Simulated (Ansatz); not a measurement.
**NiPtF6: two electronic states of one cell**

Aim: solve NiPtF6 (a database entry, slightly rescaled) from each of its saved states, at one geometry and mesh, and see which is lowest and how they differ.

Computed, not measured: Ansatz 0.2.0, DFT, r2SCAN, plane waves, PAW.

## (1) The system as given

It takes space group R-3 (No. 148, trigonal). The conventional cell has a = 4.885 Å, b = 4.885 Å, c = 13.554 Å, α = 90.00°, β = 90.00°, γ = 120.00°. Around Ni (site symmetry -3) lie 6 F at 1.94 Å. Around F (site symmetry 1) lie 1 Pt at 1.88 Å and 1 Ni at 1.94 Å. Pt (site symmetry -3) is surrounded by 6 F at 1.88 Å.

As a file:

```xyz
8
Lattice="2.4424 1.4101 4.5181 -2.4424 1.4101 4.5181 0.0000 -2.8202 4.5181" Properties=species:S:1:pos:R:3 pbc="T T T"
Ni    0.0000    0.0000    6.7772
F    -0.9403   -1.2620    7.9113
F     1.5631   -0.1833    7.9113
F    -0.6228    1.4454    7.9113
F     0.9403    1.2620    5.6431
F    -1.5631    0.1833    5.6431
F     0.6228   -1.4454    5.6431
Pt    0.0000    0.0000    0.0000
```

The states: A, no atom with a moment over 0.3 μB (no spin polarisation); B, Ni1 up (collinear spin). Each run reads its own saved solution as saved_state.

## (2) Run from state A

Contents of input.yaml:

```yaml
crystal:
  lattice:
    - [2.44236831, 1.41010357, 4.51813367]
    - [-2.44236831, 1.41010357, 4.51813367]
    - [0.0, -2.82020715, 4.51813367]
  atoms:
    - { symbol: Ni, position: [0.5, 0.5, 0.5] }
    - { symbol: F, position: [0.242, 0.627, 0.882] }
    - { symbol: F, position: [0.882, 0.242, 0.627] }
    - { symbol: F, position: [0.627, 0.882, 0.242] }
    - { symbol: F, position: [0.758, 0.373, 0.118] }
    - { symbol: F, position: [0.118, 0.758, 0.373] }
    - { symbol: F, position: [0.373, 0.118, 0.758] }
    - { symbol: Pt, position: [0.0, 0.0, 0.0] }
kpoints:
  mp_grid: { grid: [5, 5, 5], shift: [0, 0, 0] }
magnetization:
  spin_polarized: false
scf:
  occupations: { method: cold, width: 0.0437 }
  lower_state_search: "off"
  max_iter: 200
hamiltonian:
  pseudopotentials: { kind: paw }
  xc: r2scan
basis:
  ecutwfc: 500
  fft_grid_basis: typed
output:
  forces: true
  stress: true
  eigenvalues: true
  bader: true
  populations: true
  elf: true
  write_potential: true
  volumetric_format: npy
  dos:
    e_range: [-12, 8]
    de: 0.05
    projected: { site_lists: { F: [F], Ni: [Ni], Pt: [Pt] } }
  write_density: true
checkpoint:
  read: saved_state
```

Launch:

```
$ ansatz run input.yaml --threads 1 --pin off --max-ram 2560MiB --backend cpu --events-out ev --progress --plain --runs-dir out
```

## (4) State B: the run

Edit input.yaml of step 2 so:

```diff
@@ -16,4 +16,17 @@
   mp_grid: { grid: [5, 5, 5], shift: [0, 0, 0] }
+  band_path:
+    path:
+      - [0.0, 0.0, 0.0]
+      - [-0.5, -0.5, -0.5]
+      - [-0.5, -0.23160365, -0.76839635]
+      - [-0.23160365, 0.23160365, -0.5]
+      - [0.0, 0.0, -0.5]
+      - [0.0, 0.0, 0.0]
+      - [0.0, 0.36580183, -0.36580183]
+      - [-0.36580183, 0.0, -0.63419817]
+      - [-0.5, 0.0, -0.5]
+      - [0.0, 0.0, 0.0]
+    npoints: 7
 magnetization:
-  spin_polarized: false
+  spin_polarized: true
 scf:
```

(Steps that only read results are left out.)

What does the calculation give? Wanted: for each run, free energy; largest site moment; size of the net moment; gap; pressure; largest force.

As calculated:

| state | free energy (meV/atom) | largest site moment (μB) | size of the net moment (μB/cell) | gap (eV) | pressure (GPa) | largest force (eV/Å) | SCF cycles |
| --- | --- | --- | --- | --- | --- | --- | --- |
| A | 237.4 | – | – | metal | 14.3 | 2.06 | 9 |
| B | 0.0 | 1.68 | 2.00 | 2.30 | 14.6 | 1.50 | 9 |

State B wins by 237.4 meV per atom over A. They differ in kind: A is a metal, B is gapped. Spin-orbit coupling, left out here, can change that for 5d elements. The atoms are far from rest (forces to 2.1 eV/Å), so order and character hold for this geometry alone. Not all runs allow spin: where it is off, the gap in energy is mostly the cost of forbidding moments, not two ends of one search.

Keep in mind: a 3d oxide or halide that comes out metallic without a U or exact exchange, which may be an insulator in nature; the k mesh is coarse for a cell without a gap; gaps of Fe, Co and Ni magnets can come out low on these datasets.
